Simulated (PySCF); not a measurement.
# C2H4AlCl2Ga: core binding energies at several levels of theory, part 2 of 3

PySCF 2.14.0. Atoms count from 0. The steps go on from the part before.

## 5. Core-electron binding energies: PBE, X2C

What the job is given:

```
{"job": {"kind": "xps", "xc": "PBE"}, "charge": 0, "multiplicity": 1}
C      3.066714    -0.370024     0.265188
C      2.033517     0.240380     0.056736
Ga     0.429117     1.204504    -0.270106
Cl    -0.721765     0.007218    -1.963839
Al    -2.208414    -0.808460    -0.390352
Cl    -1.160061     0.390726     1.288659
H      3.980029    -0.909192     0.448122
H      0.154069     2.709143    -0.480864
H     -1.908030    -2.341488    -0.170520
H     -3.615619    -0.145095    -0.656756
```

With the program's defaults for keys left out, this is: delta-SCF UKS PBE, pcX-2 on the ionised atom, pcseg-1 elsewhere, spin-free X2C.

The log of the run:

```text
ground state, core basis on atom 0 (C), 160 functions
  cycle   1  E = -3183.20378709  |g| = 5.62e-01
  cycle   2  E = -3183.07966046  |g| = 8.34e-01
  cycle   3  E = -3183.28922241  |g| = 1.19e-01
  cycle   4  E = -3183.29068198  |g| = 1.19e-01
  cycle   5  E = -3183.29405351  |g| = 3.48e-02
  cycle   6  E = -3183.29437270  |g| = 8.17e-03
  cycle   7  E = -3183.29439214  |g| = 1.39e-03
  cycle   8  E = -3183.29439513  |g| = 2.19e-04
  E(ground) = -3183.29945596 Eh
hole in C 1s of atom 0
  cycle   1  E = -3172.06721732  |g| = 1.52e+00
  cycle   2  E = -3166.44806672  |g| = 2.73e+00
  cycle   3  E = -3170.90138480  |g| = 1.25e+00
  cycle   4  E = -3172.55250599  |g| = 4.29e-01
  cycle   5  E = -3172.21496902  |g| = 6.17e-01
  cycle   6  E = -3172.62939115  |g| = 1.35e-01
  cycle   7  E = -3172.64071066  |g| = 4.23e-02
  cycle   8  E = -3172.64172940  |g| = 1.36e-02
  cycle   9  E = -3172.64185403  |g| = 6.40e-03
  cycle  10  E = -3172.64188704  |g| = 2.08e-03
  cycle  11  E = -3172.64189449  |g| = 8.65e-04
  cycle  12  E = -3172.64189242  |g| = 3.62e-04
  E(ion) = -3172.64696184 Eh   <S^2> = 0.7826   hole on atom = 1.000   binding energy = 289.869 eV
ground state, core basis on atom 1 (C), 160 functions
  cycle   1  E = -3183.29532157  |g| = 7.70e-02
  cycle   2  E = -3183.29307891  |g| = 9.70e-02
  cycle   3  E = -3183.29357523  |g| = 8.64e-02
  cycle   4  E = -3183.29552176  |g| = 7.52e-03
  cycle   5  E = -3183.29554304  |g| = 3.97e-04
  cycle   6  E = -3183.29554129  |g| = 1.87e-04
  E(ground) = -3183.30073339 Eh
hole in C 1s of atom 1
  cycle   1  E = -3172.07673584  |g| = 1.53e+00
  cycle   2  E = -3165.53653676  |g| = 2.85e+00
  cycle   3  E = -3167.67247695  |g| = 1.85e+00
  cycle   4  E = -3172.51160495  |g| = 5.20e-01
  cycle   5  E = -3172.21765921  |g| = 9.58e-01
  cycle   6  E = -3172.31661491  |g| = 4.05e-01
  cycle   7  E = -3172.65092268  |g| = 3.34e-02
  cycle   8  E = -3172.65122916  |g| = 2.70e-02
  cycle   9  E = -3172.65169301  |g| = 5.98e-03
  cycle  10  E = -3172.65171959  |g| = 3.96e-03
  cycle  11  E = -3172.65173239  |g| = 2.47e-03
  cycle  12  E = -3172.65173761  |g| = 1.48e-03
  cycle  13  E = -3172.65174088  |g| = 7.71e-04
  cycle  14  E = -3172.65174112  |g| = 3.87e-04
  E(ion) = -3172.65687713 Eh   <S^2> = 0.7857   hole on atom = 1.000   binding energy = 289.634 eV
ground state, core basis on atom 3 (Cl), 171 functions
  cycle   1  E = -3183.47833146  |g| = 4.12e-01
  cycle   2  E = -3183.47778210  |g| = 6.95e-02
  cycle   3  E = -3183.47135101  |g| = 1.68e-01
  cycle   4  E = -3183.47837193  |g| = 3.72e-02
  cycle   5  E = -3183.47871998  |g| = 6.67e-03
  cycle   6  E = -3183.47873547  |g| = 1.12e-03
  cycle   7  E = -3183.47873344  |g| = 1.97e-04
  E(ground) = -3183.48360176 Eh
hole in Cl 1s of atom 3
  cycle   1  E = -3078.41136290  |g| = 5.56e+00
  cycle   2  E = -3078.21915655  |g| = 2.57e+00
  cycle   3  E = -3078.52254940  |g| = 1.45e+00
  cycle   4  E = -3079.41550731  |g| = 6.72e-01
  cycle   5  E = -3079.37555774  |g| = 7.42e-01
  cycle   6  E = -3079.68389271  |g| = 5.97e-02
  cycle   7  E = -3079.68485638  |g| = 4.52e-02
  cycle   8  E = -3079.68615539  |g| = 6.40e-03
  cycle   9  E = -3079.68617935  |g| = 2.00e-03
  cycle  10  E = -3079.68618080  |g| = 6.39e-04
  cycle  11  E = -3079.68618325  |g| = 2.35e-04
  E(ion) = -3079.69093194 Eh   <S^2> = 0.7509   hole on atom = 1.000   binding energy = 2824.342 eV
hole in Cl 2p of atom 3
  cycle   1  E = -3175.43572945  |g| = 1.68e+00
  cycle   2  E = -3175.03802963  |g| = 1.56e+00
  cycle   3  E = -3175.71750347  |g| = 5.58e-01
  cycle   4  E = -3175.79402705  |g| = 4.65e-01
  cycle   5  E = -3175.89443345  |g| = 1.96e-01
  cycle   6  E = -3175.91540555  |g| = 3.86e-02
  cycle   7  E = -3175.91628100  |g| = 4.66e-03
  cycle   8  E = -3175.91629502  |g| = 2.14e-03
  cycle   9  E = -3175.91629870  |g| = 5.56e-04
  cycle  10  E = -3175.91629868  |g| = 1.31e-04
  E(ion) = -3175.92109195 Eh   <S^2> = 0.7510   hole on atom = 1.001   binding energy = 205.786 eV
  2p3/2 = 205.306 eV   2p1/2 = 206.964 eV
ground state, core basis on atom 4 (Al), 171 functions
  cycle   1  E = -3183.33442371  |g| = 2.28e-01
  cycle   2  E = -3183.33438598  |g| = 4.37e-02
  cycle   3  E = -3183.33421957  |g| = 4.35e-02
  cycle   4  E = -3183.33457650  |g| = 2.04e-02
  cycle   5  E = -3183.33467209  |g| = 6.74e-03
  cycle   6  E = -3183.33469020  |g| = 5.07e-04
  cycle   7  E = -3183.33468821  |g| = 1.61e-04
  E(ground) = -3183.33983747 Eh
hole in Al 1s of atom 4
  cycle   1  E = -3124.80148546  |g| = 4.04e+00
  cycle   2  E = -3119.80484614  |g| = 2.97e+00
  cycle   3  E = -3086.07806426  |g| = 6.34e+00
  cycle   4  E = -3115.79224018  |g| = 2.75e+00
  cycle   5  E = -3125.58807654  |g| = 5.77e-01
  cycle   6  E = -3125.64300661  |g| = 5.43e-01
  cycle   7  E = -3125.74911963  |g| = 3.85e-01
  cycle   8  E = -3125.82804181  |g| = 1.05e-01
  cycle   9  E = -3125.83401138  |g| = 3.80e-02
  cycle  10  E = -3125.83494602  |g| = 9.02e-03
  cycle  11  E = -3125.83499238  |g| = 3.69e-03
  cycle  12  E = -3125.83499934  |g| = 7.84e-04
  cycle  13  E = -3125.83500099  |g| = 2.39e-04
  E(ion) = -3125.84010784 Eh   <S^2> = 0.7515   hole on atom = 1.000   binding energy = 1564.647 eV
hole in Al 2p of atom 4
  cycle   1  E = -3180.08938440  |g| = 1.09e+00
  cycle   2  E = -3175.17451667  |g| = 2.10e+00
  cycle   3  E = -3173.17095899  |g| = 2.46e+00
  cycle   4  E = -3180.25177126  |g| = 4.07e-01
  cycle   5  E = -3180.32589298  |g| = 2.51e-01
  cycle   6  E = -3180.36002887  |g| = 1.51e-01
  cycle   7  E = -3180.35882300  |g| = 1.73e-01
  cycle   8  E = -3180.37492695  |g| = 3.50e-02
  cycle   9  E = -3180.37568919  |g| = 7.31e-03
  cycle  10  E = -3180.37572506  |g| = 1.87e-03
  cycle  11  E = -3180.37572653  |g| = 5.45e-04
  cycle  12  E = -3180.37572791  |g| = 1.87e-04
  E(ion) = -3180.38083782 Eh   <S^2> = 0.7516   hole on atom = 1.003   binding energy = 80.518 eV
  2p3/2 = 80.499 eV   2p1/2 = 80.952 eV
```

Wall time 22 s (1 thread of Arm Neoverse V1, shared host); peak memory 0.63 GiB.

Binding energies by hole, beside the orbital energy of the ground state; the difference holds orbital relaxation and, for a density functional, its self-interaction error:

```
       hole  stands for                                          environment  ΔSCF (eV; 2p as the shell's mean)  −ε (eV)   ⟨S²⟩
  C1s on C0          C0                               terminal alkyne carbon                             289.87    269.6  0.783
  C1s on C1          C1                                        alkyne carbon                             289.63    269.4  0.786
Cl1s on Cl3    Cl3, Cl5      chlorine bonded to Al, Ga, in a 4-membered ring                            2824.34   2749.1  0.751
Cl2p on Cl3    Cl3, Cl5      chlorine bonded to Al, Ga, in a 4-membered ring                             205.86    190.9  0.751
Al1s on Al4         Al4  aluminium bonded to 2 Cl, 2 H, in a 4-membered ring                            1564.65   1510.3  0.751
Al2p on Al4         Al4  aluminium bonded to 2 Cl, 2 H, in a 4-membered ring                              80.65     69.5  0.752
```

Each hole run stands for the others of its class of like atoms.

With the spin-orbit splitting: Cl3 2p3/2 205.31, 2p1/2 206.96 eV; Al4 2p3/2 80.50, 2p1/2 80.95 eV. The table gives each 2p level as the mean over the whole 2p shell (two parts 2p3/2, one part 2p1/2), which differs a little from the single hole in the log.

## 6. X-ray photoelectron lines: HF, X2C

Same as in step 5 but for these lines:

```diff
@@ -1,2 +1,2 @@
-{"job": {"kind": "xps", "xc": "PBE"}, "charge": 0, "multiplicity": 1}
+{"job": {"kind": "xps", "xc": "HF"}, "charge": 0, "multiplicity": 1}
 C      3.066714    -0.370024     0.265188
```

Method: delta-SCF UKS HF, pcX-2 on the ionised atom, pcseg-1 elsewhere, spin-free X2C.

The log of the run:

```text
ground state, core basis on atom 0 (C), 160 functions
  cycle   1  E = -3179.98925812  |g| = 4.02e-01
  cycle   2  E = -3180.05243071  |g| = 1.23e-01
  cycle   3  E = -3180.05824089  |g| = 3.85e-02
  cycle   4  E = -3180.05892744  |g| = 4.95e-03
  cycle   5  E = -3180.05893840  |g| = 2.72e-03
  cycle   6  E = -3180.05894058  |g| = 7.20e-04
  cycle   7  E = -3180.05894090  |g| = 2.74e-04
  E(ground) = -3180.05894090 Eh
hole in C 1s of atom 0
  cycle   1  E = -3168.79985941  |g| = 1.48e+00
  cycle   2  E = -3169.04025487  |g| = 9.72e-01
  cycle   3  E = -3169.35117079  |g| = 2.17e-01
  cycle   4  E = -3169.37197365  |g| = 5.61e-02
  cycle   5  E = -3169.37453584  |g| = 2.81e-02
  cycle   6  E = -3169.37710410  |g| = 2.57e-02
  cycle   7  E = -3169.38107728  |g| = 2.30e-02
  cycle   8  E = -3169.38768484  |g| = 1.69e-02
  cycle   9  E = -3169.38766905  |g| = 6.27e-03
  cycle  10  E = -3169.38781606  |g| = 2.71e-03
  cycle  11  E = -3169.38783379  |g| = 1.55e-03
  cycle  12  E = -3169.38784451  |g| = 1.98e-04
  E(ion) = -3169.38784451 Eh   <S^2> = 1.2482   hole on atom = 1.000   binding energy = 290.375 eV
ground state, core basis on atom 1 (C), 160 functions
  cycle   1  E = -3180.06221367  |g| = 2.88e-02
  cycle   2  E = -3180.06230563  |g| = 9.16e-03
  cycle   3  E = -3180.06231945  |g| = 5.98e-03
  cycle   4  E = -3180.06232806  |g| = 3.14e-04
  E(ground) = -3180.06232806 Eh
hole in C 1s of atom 1
  cycle   1  E = -3168.82361748  |g| = 1.49e+00
  cycle   2  E = -3169.03166155  |g| = 1.00e+00
  cycle   3  E = -3169.37123846  |g| = 2.28e-01
  cycle   4  E = -3169.39352561  |g| = 5.01e-02
  cycle   5  E = -3169.39574135  |g| = 2.69e-02
  cycle   6  E = -3169.39803404  |g| = 2.50e-02
  cycle   7  E = -3169.40155901  |g| = 2.29e-02
  cycle   8  E = -3169.40863876  |g| = 1.61e-02
  cycle   9  E = -3169.40870862  |g| = 5.14e-03
  cycle  10  E = -3169.40882413  |g| = 2.67e-03
  cycle  11  E = -3169.40882452  |g| = 2.27e-03
  cycle  12  E = -3169.40884746  |g| = 5.90e-04
  cycle  13  E = -3169.40884910  |g| = 6.95e-05
  E(ion) = -3169.40884910 Eh   <S^2> = 1.2464   hole on atom = 1.000   binding energy = 289.896 eV
ground state, core basis on atom 3 (Cl), 171 functions
  cycle   1  E = -3180.24104893  |g| = 1.15e-01
  cycle   2  E = -3180.24128945  |g| = 1.14e-02
  cycle   3  E = -3180.24130528  |g| = 6.05e-03
  cycle   4  E = -3180.24131386  |g| = 1.63e-03
  cycle   5  E = -3180.24131469  |g| = 4.36e-04
  E(ground) = -3180.24131469 Eh
hole in Cl 1s of atom 3
  cycle   1  E = -3075.00834175  |g| = 5.42e+00
  cycle   2  E = -3076.11928140  |g| = 1.15e+00
  cycle   3  E = -3076.23780413  |g| = 1.06e-01
  cycle   4  E = -3076.23988864  |g| = 2.06e-02
  cycle   5  E = -3076.24005434  |g| = 8.49e-03
  cycle   6  E = -3076.24009508  |g| = 2.12e-03
  cycle   7  E = -3076.24009971  |g| = 7.36e-04
  cycle   8  E = -3076.24010070  |g| = 3.12e-04
  E(ion) = -3076.24010070 Eh   <S^2> = 0.7526   hole on atom = 1.000   binding energy = 2830.017 eV
hole in Cl 2p of atom 3
  cycle   1  E = -3172.18967594  |g| = 1.63e+00
  cycle   2  E = -3172.60247511  |g| = 5.67e-01
  cycle   3  E = -3172.65213830  |g| = 3.17e-02
  cycle   4  E = -3172.65255786  |g| = 1.76e-02
  cycle   5  E = -3172.65271246  |g| = 5.82e-03
  cycle   6  E = -3172.65273993  |g| = 1.85e-03
  cycle   7  E = -3172.65274410  |g| = 6.16e-04
  cycle   8  E = -3172.65274480  |g| = 2.73e-04
  E(ion) = -3172.65274480 Eh   <S^2> = 0.7555   hole on atom = 1.001   binding energy = 206.496 eV
  2p3/2 = 205.968 eV   2p1/2 = 207.574 eV
ground state, core basis on atom 4 (Al), 171 functions
  cycle   1  E = -3180.10183456  |g| = 6.43e-02
  cycle   2  E = -3180.10205547  |g| = 7.12e-03
  cycle   3  E = -3180.10206775  |g| = 2.12e-03
  cycle   4  E = -3180.10206930  |g| = 6.86e-04
  cycle   5  E = -3180.10206949  |g| = 3.29e-04
  E(ground) = -3180.10206949 Eh
hole in Al 1s of atom 4
  cycle   1  E = -3121.47105475  |g| = 3.96e+00
  cycle   2  E = -3122.37115020  |g| = 9.67e-01
  cycle   3  E = -3122.46167301  |g| = 8.15e-02
  cycle   4  E = -3122.46404423  |g| = 2.30e-02
  cycle   5  E = -3122.46435093  |g| = 4.86e-03
  cycle   6  E = -3122.46437657  |g| = 2.57e-03
  cycle   7  E = -3122.46438325  |g| = 1.39e-03
  cycle   8  E = -3122.46438809  |g| = 6.15e-04
  cycle   9  E = -3122.46438941  |g| = 1.65e-04
  E(ion) = -3122.46438941 Eh   <S^2> = 0.7543   hole on atom = 1.000   binding energy = 1568.401 eV
hole in Al 2p of atom 4
  cycle   1  E = -3176.86888771  |g| = 1.07e+00
  cycle   2  E = -3177.11506204  |g| = 3.56e-01
  cycle   3  E = -3177.13961802  |g| = 3.77e-02
  cycle   4  E = -3177.14034925  |g| = 1.45e-02
  cycle   5  E = -3177.14052318  |g| = 5.79e-03
  cycle   6  E = -3177.14057485  |g| = 3.80e-03
  cycle   7  E = -3177.14059697  |g| = 1.80e-03
  cycle   8  E = -3177.14060593  |g| = 5.19e-04
  cycle   9  E = -3177.14060661  |g| = 1.65e-04
  E(ion) = -3177.14060661 Eh   <S^2> = 0.7598   hole on atom = 1.003   binding energy = 80.586 eV
  2p3/2 = 80.493 eV   2p1/2 = 80.898 eV
```

Run time: 47 s. Hardware: 1 thread of Arm Neoverse V1, shared host; peak memory 0.78 GiB.

Binding energies by hole, beside the orbital energy of the ground state; the difference holds orbital relaxation and, for a density functional, its self-interaction error:

```
       hole  stands for                                          environment  ΔSCF (eV; 2p as the shell's mean)  −ε (eV)   ⟨S²⟩
  C1s on C0          C0                               terminal alkyne carbon                  290.38 (doubtful)    306.4  1.248
  C1s on C1          C1                                        alkyne carbon                  289.90 (doubtful)    305.8  1.246
Cl1s on Cl3    Cl3, Cl5      chlorine bonded to Al, Ga, in a 4-membered ring                            2830.02   2863.5  0.753
Cl2p on Cl3    Cl3, Cl5      chlorine bonded to Al, Ga, in a 4-membered ring                             206.50    219.1  0.756
Al1s on Al4         Al4  aluminium bonded to 2 Cl, 2 H, in a 4-membered ring                            1568.40   1595.4  0.754
Al2p on Al4         Al4  aluminium bonded to 2 Cl, 2 H, in a 4-membered ring                              80.63     88.0  0.760
```

Each hole run stands for the others of its class of like atoms.

Doubtful: the ion did not converge, its hole moved, or its ⟨S²⟩ is well above 0.75.

With the spin-orbit splitting: Cl3 2p3/2 205.97, 2p1/2 207.57 eV; Al4 2p3/2 80.49, 2p1/2 80.90 eV. The table gives each 2p level as the mean over the whole 2p shell (two parts 2p3/2, one part 2p1/2), which differs a little from the single hole in the log.

## 7. Core-electron binding energies: SCAN, X2C

Same as in step 6 but for these lines:

```diff
@@ -1,2 +1,2 @@
-{"job": {"kind": "xps", "xc": "HF"}, "charge": 0, "multiplicity": 1}
+{"job": {"kind": "xps", "basis": "pcX-1"}, "charge": 0, "multiplicity": 1}
 C      3.066714    -0.370024     0.265188
```

Method: delta-SCF UKS SCAN, pcX-1 on the ionised atom, pcseg-1 elsewhere, spin-free X2C.

The log of the run:

```text
ground state, core basis on atom 0 (C), 139 functions
  cycle   1  E = -3184.06906817  |g| = 5.04e-01
  cycle   2  E = -3184.02609977  |g| = 6.14e-01
  cycle   3  E = -3184.13934647  |g| = 8.03e-02
  cycle   4  E = -3184.13993381  |g| = 7.24e-02
  cycle   5  E = -3184.14128624  |g| = 1.75e-02
  cycle   6  E = -3184.14137121  |g| = 3.07e-03
  cycle   7  E = -3184.14137490  |g| = 7.06e-04
  cycle   8  E = -3184.14137452  |g| = 1.91e-04
  E(ground) = -3184.44317631 Eh
hole in C 1s of atom 0
  cycle   1  E = -3172.87935210  |g| = 1.50e+00
  cycle   2  E = -3167.76886051  |g| = 2.52e+00
  cycle   3  E = -3171.95394148  |g| = 1.18e+00
  cycle   4  E = -3173.38956550  |g| = 3.64e-01
  cycle   5  E = -3173.36897781  |g| = 4.29e-01
  cycle   6  E = -3173.45462892  |g| = 5.43e-02
  cycle   7  E = -3173.45672566  |g| = 1.72e-02
  cycle   8  E = -3173.45714557  |g| = 8.49e-03
  cycle   9  E = -3173.45733730  |g| = 5.10e-03
  cycle  10  E = -3173.45740434  |g| = 3.08e-03
  cycle  11  E = -3173.45743164  |g| = 1.75e-03
  cycle  12  E = -3173.45743350  |g| = 5.50e-04
  cycle  13  E = -3173.45743256  |g| = 2.33e-04
  E(ion) = -3173.75742506 Eh   <S^2> = 0.8543   hole on atom = 1.000   binding energy = 290.774 eV
ground state, core basis on atom 1 (C), 139 functions
  cycle   1  E = -3184.13938030  |g| = 6.68e-02
  cycle   2  E = -3184.13073563  |g| = 1.91e-01
  cycle   3  E = -3184.14042382  |g| = 9.09e-03
  cycle   4  E = -3184.14044480  |g| = 4.06e-03
  cycle   5  E = -3184.14045024  |g| = 5.68e-04
  cycle   6  E = -3184.14044996  |g| = 1.67e-04
  E(ground) = -3184.44216405 Eh
hole in C 1s of atom 1
  cycle   1  E = -3172.88745037  |g| = 1.51e+00
  cycle   2  E = -3166.85828905  |g| = 2.62e+00
  cycle   3  E = -3168.66586279  |g| = 1.86e+00
  cycle   4  E = -3173.33376274  |g| = 4.81e-01
  cycle   5  E = -3173.13951400  |g| = 8.33e-01
  cycle   6  E = -3173.46379476  |g| = 5.10e-02
  cycle   7  E = -3173.46580024  |g| = 3.22e-02
  cycle   8  E = -3173.46665715  |g| = 1.23e-02
  cycle   9  E = -3173.46702139  |g| = 7.79e-03
  cycle  10  E = -3173.46722222  |g| = 5.33e-03
  cycle  11  E = -3173.46727471  |g| = 2.43e-03
  cycle  12  E = -3173.46728389  |g| = 6.11e-04
  cycle  13  E = -3173.46728605  |g| = 2.05e-04
  E(ion) = -3173.76700560 Eh   <S^2> = 0.8624   hole on atom = 1.000   binding energy = 290.486 eV
ground state, core basis on atom 3 (Cl), 151 functions
  cycle   1  E = -3184.32071272  |g| = 3.14e-01
  cycle   2  E = -3184.31784725  |g| = 1.14e-01
  cycle   3  E = -3184.30180661  |g| = 2.67e-01
  cycle   4  E = -3184.32128879  |g| = 1.49e-02
  cycle   5  E = -3184.32134851  |g| = 5.77e-03
  cycle   6  E = -3184.32135498  |g| = 6.07e-04
  cycle   7  E = -3184.32135587  |g| = 4.21e-04
  E(ground) = -3184.60572707 Eh
hole in Cl 1s of atom 3
  cycle   1  E = -3079.09045116  |g| = 5.47e+00
  cycle   2  E = -3079.63609005  |g| = 2.10e+00
  cycle   3  E = -3080.00327644  |g| = 8.19e-01
  cycle   4  E = -3080.11064285  |g| = 6.18e-01
  cycle   5  E = -3080.32056639  |g| = 2.30e-01
  cycle   6  E = -3080.34881920  |g| = 4.62e-02
  cycle   7  E = -3080.34983878  |g| = 2.27e-02
  cycle   8  E = -3080.35016287  |g| = 3.25e-03
  cycle   9  E = -3080.35016670  |g| = 8.11e-04
  cycle  10  E = -3080.35016676  |g| = 2.69e-04
  E(ion) = -3080.64362729 Eh   <S^2> = 0.7521   hole on atom = 1.000   binding energy = 2828.953 eV
hole in Cl 2p of atom 3
  cycle   1  E = -3176.23063871  |g| = 1.71e+00
  cycle   2  E = -3176.26658995  |g| = 1.22e+00
  cycle   3  E = -3176.61100096  |g| = 3.96e-01
  cycle   4  E = -3176.64171126  |g| = 3.34e-01
  cycle   5  E = -3176.70245036  |g| = 8.71e-02
  cycle   6  E = -3176.70688481  |g| = 1.84e-02
  cycle   7  E = -3176.70708833  |g| = 3.01e-03
  cycle   8  E = -3176.70709415  |g| = 1.37e-03
  cycle   9  E = -3176.70709600  |g| = 4.68e-04
  E(ion) = -3177.00167156 Eh   <S^2> = 0.7515   hole on atom = 1.001   binding energy = 206.917 eV
  2p3/2 = 206.399 eV   2p1/2 = 208.041 eV
ground state, core basis on atom 4 (Al), 151 functions
  cycle   1  E = -3184.21433007  |g| = 1.56e-01
  cycle   2  E = -3184.21439327  |g| = 4.17e-02
  cycle   3  E = -3184.21426225  |g| = 3.39e-02
  cycle   4  E = -3184.21430850  |g| = 2.95e-02
  cycle   5  E = -3184.21454469  |g| = 2.81e-03
  cycle   6  E = -3184.21454821  |g| = 1.98e-04
  E(ground) = -3184.47878961 Eh
hole in Al 1s of atom 4
  cycle   1  E = -3125.59174030  |g| = 3.97e+00
  cycle   2  E = -3121.15854351  |g| = 2.68e+00
  cycle   3  E = -3094.67340804  |g| = 5.50e+00
  cycle   4  E = -3117.35966759  |g| = 2.61e+00
  cycle   5  E = -3126.34028648  |g| = 5.82e-01
  cycle   6  E = -3126.47607014  |g| = 4.05e-01
  cycle   7  E = -3126.54895681  |g| = 2.79e-01
  cycle   8  E = -3126.58555732  |g| = 1.54e-01
  cycle   9  E = -3126.59880540  |g| = 3.34e-02
  cycle  10  E = -3126.59953336  |g| = 6.49e-03
  cycle  11  E = -3126.59955702  |g| = 2.89e-03
  cycle  12  E = -3126.59956291  |g| = 7.81e-04
  cycle  13  E = -3126.59956451  |g| = 3.57e-04
  E(ion) = -3126.86613012 Eh   <S^2> = 0.7520   hole on atom = 1.000   binding energy = 1567.720 eV
hole in Al 2p of atom 4
  cycle   1  E = -3180.93795128  |g| = 1.08e+00
  cycle   2  E = -3177.99377164  |g| = 2.00e+00
  cycle   3  E = -3180.85924943  |g| = 7.06e-01
  cycle   4  E = -3181.21397896  |g| = 1.10e-01
  cycle   5  E = -3181.21360876  |g| = 1.05e-01
  cycle   6  E = -3181.21949032  |g| = 5.28e-02
  cycle   7  E = -3181.22079791  |g| = 2.70e-02
  cycle   8  E = -3181.22120831  |g| = 2.83e-03
  cycle   9  E = -3181.22121308  |g| = 1.07e-03
  cycle  10  E = -3181.22121522  |g| = 3.03e-04
  E(ion) = -3181.49189751 Eh   <S^2> = 0.7519   hole on atom = 1.004   binding energy = 81.277 eV
  2p3/2 = 81.348 eV   2p1/2 = 81.858 eV
```

Run time: 28 s. Hardware: 1 thread of Arm Neoverse V1, shared host; peak memory 0.54 GiB.

Binding energies by hole, beside the orbital energy of the ground state; the difference holds orbital relaxation and, for a density functional, its self-interaction error:

```
       hole  stands for                                          environment  ΔSCF (eV; 2p as the shell's mean)  −ε (eV)   ⟨S²⟩
  C1s on C0          C0                               terminal alkyne carbon                  290.77 (doubtful)    274.1  0.854
  C1s on C1          C1                                        alkyne carbon                  290.49 (doubtful)    273.8  0.862
Cl1s on Cl3    Cl3, Cl5      chlorine bonded to Al, Ga, in a 4-membered ring                            2828.95   2764.5  0.752
Cl2p on Cl3    Cl3, Cl5      chlorine bonded to Al, Ga, in a 4-membered ring                             206.95    194.3  0.752
Al1s on Al4         Al4  aluminium bonded to 2 Cl, 2 H, in a 4-membered ring                            1567.72   1519.1  0.752
Al2p on Al4         Al4  aluminium bonded to 2 Cl, 2 H, in a 4-membered ring                              81.52     71.6  0.752
```

Each hole run stands for the others of its class of like atoms.

Doubtful: the ion did not converge, its hole moved, or its ⟨S²⟩ is well above 0.75.

With the spin-orbit splitting: Cl3 2p3/2 206.40, 2p1/2 208.04 eV; Al4 2p3/2 81.35, 2p1/2 81.86 eV. The table gives each 2p level as the mean over the whole 2p shell (two parts 2p3/2, one part 2p1/2), which differs a little from the single hole in the log.

[end of part 2 of 3]
